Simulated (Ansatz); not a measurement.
# Ni (Nickel): the cost of one run

Method: DFT PBE, scalar-relativistic, plane waves, PAW, in Ansatz 0.2.0.

### 1 The structure to begin with

The structure is cubic, space group Fm-3m (No. 225). Conventional cell: a = 3.519 Å, b = 3.519 Å, c = 3.519 Å, α = 90.00°, β = 90.00°, γ = 90.00°. Ni (site symmetry m-3m) is surrounded by 12 Ni at 2.49 Å.

Coordinates:

```xyz
1
Lattice="0.0000 1.7593 1.7593 1.7593 0.0000 1.7593 1.7593 1.7593 0.0000" Properties=species:S:1:pos:R:3 pbc="T T T"
Ni    0.0000    0.0000    0.0000
```

This cell comes from an earlier session at PBE: 10.891 Å³/atom at 0.00 GPa, on a 22×22×22 mesh.

### 2 Ferromagnetic, larger cell

Contents of input.yaml:

```yaml
crystal:
  lattice:
    - [0.0, 1.7593096198, -1.7593096198]
    - [0.0, 1.7593096198, 1.7593096198]
    - [3.5186192396, 0.0, 0.0]
  atoms:
    - { symbol: Ni, position: [0.0, 0.0, 0.0], spin: 0.8 }
    - { symbol: Ni, position: [0.5, 0.5, 0.5], spin: 0.8 }
basis:
  ecutwfc: 420
  ecutrho_ratio: 4
kpoints:
  mp_grid: { grid: [14, 14, 10] }
hamiltonian:
  xc: pbe
scf:
  occupations: { method: gaussian, width: 0.05 }
  lower_state_search: "off"
output:
  forces: true
  stress: true
  eigenvalues: true
  populations: true
magnetization:
  spin_polarized: true
```

Command:

```sh
> ansatz run input.yaml --threads 1 --pin off --max-ram 2560MiB --backend cpu --events-out ev --progress --plain --runs-dir out
```

**Question.** How long does this run take on 1 thread of Intel Xeon 6975P-C (Granite Rapids), shared host, and how much memory does it need?

About 11 s, with a peak of 0.45 GiB.
